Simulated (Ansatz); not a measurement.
# GeH₃− (triplet): from Hartree-Fock to the top rungs at a displaced geometry (v2), aug-cc-pVDZ

Aim: climb from Hartree-Fock through coupled cluster for GeH₃− (triplet) at one geometry and basis, and see what each rung misses.

Method: aug-cc-pVDZ, core rule «outside noble gas», up to 14 orbitals frozen; program: Ansatz 0.2.0, Gaussian basis.

The runs, in order: UHF; CCSD(T) on ROHF; CCSD(T) on UHF; BCCD(T) on ROHF; CISD as a restricted active space (open shells left free, so some higher excitations enter); CCSDT(Q) on ROHF; CCSDT(Q) on UHF.

28 further runs of the same task are left out: 6 for a known fault of the program, 11 that didn't finish, 11 set aside as unsound or not needed. Runs told in other sessions of the task aren't counted.

## Step 1: The geometry

The geometry is a PBE0/def2-TZVPD stationary point (not a proven minimum) with its atoms shifted at random (size 0.100 Å). No spin-orbit coupling is included. The filled d shell of Ge may be among the frozen orbitals whatever the setting's name suggests.

4 atoms, charge -1, spin multiplicity 3.

Atoms are counted from 1 here; the program's logs count them from 0.

Bond lengths: Ge1–H2 1.522 Å, Ge1–H3 1.715 Å, Ge1–H4 1.759 Å. Angles: H2–Ge1–H3 122.4°, H2–Ge1–H4 119.4°, H3–Ge1–H4 118.1°.

## Step 2: UHF

The input, in.yaml:

```yaml
crystal:
  periodic: [false, false, false]
  atoms:
    - {symbol: Ge, position_ang: [0.003441, 0.001265, -0.000488]}
    - {symbol: H, position_ang: [1.524471, 0.056127, 0.004606]}
    - {symbol: H, position_ang: [-0.967992, 1.413994, 0.014826]}
    - {symbol: H, position_ang: [-0.804432, -1.561321, 0.015740]}
basis:
  gaussian: {orbitals: aug-cc-pVDZ}
total_charge: -1
magnetization: {spin_polarized: true, initial_magnetization: 2}
hamiltonian: {xc: hf}
output: {orbitals: {seedname: orbitals}}
```

Launch:

```sh
> ansatz run in.yaml --threads 1 --pin off --events-out ev --progress --plain --max-ram 2393MiB
```

The runs that follow: CCSD(T) on ROHF; CCSD(T) on UHF; BCCD(T) on ROHF; CISD as a restricted active space (open shells left free, so some higher excitations enter); CCSDT(Q) on ROHF; CCSDT(Q) on UHF.

Before running them: what should the planned runs give, taken together? Wanted: UCCSDT(Q) from the RHF energy; RMP2 from UCCSDT(Q); UMP2 from UCCSDT(Q); RCCSD from UCCSDT(Q); RCCSD(T) from UCCSDT(Q); UCCSD(T) from UCCSDT(Q); RCCSDT(Q) from UCCSDT(Q); T1 diagnostic.

**Answer**, as computed:

```
                         quantity                                                   value
    UCCSDT(Q) from the ROHF energy                                              -4.1437 eV
              RMP2 from UCCSDT(Q)                                              +937.9 meV
              UMP2 from UCCSDT(Q)                                              +957.8 meV
             RCCSD from UCCSDT(Q)                                              +166.7 meV
          RCCSD(T) from UCCSDT(Q)                                               +39.0 meV
          UCCSD(T) from UCCSDT(Q)                                               +35.7 meV
         RCCSDT(Q) from UCCSDT(Q)                                                +4.0 meV
levels within 1 kcal/mol (43 meV)  RCCSD(T), UCCSD(T), BCCD(T), RCCSDT, UCCSDT, RCCSDT(Q)
                    T1 diagnostic                                                   0.026
```

**Reading.** RCCSD(T) misses by +39.0 meV, 0.9 % of the correlation energy. These misses are within one basis, not against nature; the frozen cores of restricted and unrestricted runs differ, which can shift their rows. The highest orbital lies above zero: the basis alone holds the extra electron.

With open shells the CI space here admits some higher excitations, so it is larger than plain CISD.
